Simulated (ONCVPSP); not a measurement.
**An ONCV potential for Ca, from input to tests**

Do these settings give a usable potential? It is generated, then checked for transferability, scattering, ghosts and hardness.

Method: ONCVPSP 4.0.1, PBE, non-relativistic.

### Step 1. Starting point

Typed settings, in words:

```
element                 : calcium (Ca, Z = 20)
type                    : optimised norm-conserving Vanderbilt (ONCV)
frozen core             : [Ar]
valence charge          : 2
reference configuration : 4s2
partial waves           : 4s: rc 2.70 bohr, ncon 3, nbas 8, qcut 2.6 1/bohr, local; p scattering state at 0.22 Ha: rc 2.80 bohr, ncon 4, nbas 7, qcut 2.5 1/bohr, 2 projectors, debl 2.1 Ha; d scattering state at 0.31 Ha: rc 2.70 bohr, ncon 4, nbas 8, qcut 3.9 1/bohr, 2 projectors, debl 2.4 Ha
local potential         : the s channel
core correction         : not asked for
```

The outer shells as boxes (Hund's rule for the drawing; the calculation is spin-unpolarised):

```
[Ar] core
4s [↑↓]
```

### Step 2. Generation

The input, Ca.dat:

```
# ATOM AND REFERENCE CONFIGURATION
# atsym  z   nc   nv     iexc    psfile
  Ca 20.00    5    1        4      upf
#
#   n    l    f
    1    0    2.00
    2    0    2.00
    2    1    6.00
    3    0    2.00
    3    1    6.00
    4    0    2.00
#
# PSEUDOPOTENTIAL AND OPTIMIZATION
# lmax
    2
#
#   l,   rc,      ep,       ncon, nbas, qcut
    0    2.70    0.00    3    8    2.60
    1    2.80    0.22    4    7    2.50
    2    2.70    0.31    4    8    3.90
#
# LOCAL POTENTIAL
# lloc, lpopt,  rc(5),   dvloc0
    0    5    2.70    0.00
#
# VANDERBILT-KLEINMAN-BYLANDER PROJECTORs
# l, nproj, debl
    0    0    2.20
    1    2    2.10
    2    2    2.40
#
# MODEL CORE CHARGE
# icmod, fcfact, rcfact
    0    0.00    0.00
#
# LOG DERIVATIVE ANALYSIS
# epsh1, epsh2, depsh
   -2.00    5.00    0.02
#
# OUTPUT GRID
# rlmax, drl
    6.00    0.01
#
# TEST CONFIGURATIONS
# ncnf
    4
# nvcnf
#   n    l    f
    1
    4    0    1.00
#
    1
    4    0    1.50
#
    2
    4    0    1.00
    4    1    1.00
#
    2
    4    0    0.00
    4    1    1.00
#
```

Command:

```console
$ oncvpspnr.x < Ca.dat > Ca.out
```

Before running it: what results should come out? Wanted: cutoffs for 1 and 0.1 mHa per electron, occupied waves; bound ghosts; GHOST(+) flags; largest test error; largest phase difference near zero energy, channels read; projector energies reset by the program.

The runs gave:

```
                                                quantity                                 value
  cutoffs for 1 and 0.1 mHa per electron, occupied waves                     1.9 Ha and 2.6 Ha
                                            bound ghosts                        p at -18.63 eV
                                          GHOST(+) flags                    none at low energy
                            largest test error (AE − PS)  +6.5 meV, for 4s1 (2 tests unsolved)
largest phase difference near zero energy, channels read                             0.087 rad
                 projector energies reset by the program                   d: -0.076, 2.324 Ha
```

It has a bound ghost (p), a state that the atom doesn't have, and that rules the file out. The worst unpolarised test, 4s1, is off by 6.5 meV on 6.3 eV; by total energies transferability rates as good where solved. Atomic tests can pass in spite of a ghost, since they solve only for the levels asked. Of the tests 2 gave no usable energy difference, which is a warning in itself. By its cutoff, 1.9 Ha for the looser tolerance, it is soft on the atom at that tolerance. That counts occupied waves only; other projectors can need more. Near zero energy the largest phase difference among the channels read is 0.09 rad, in the d channel. All of this concerns the isolated atom, not yet a solid.
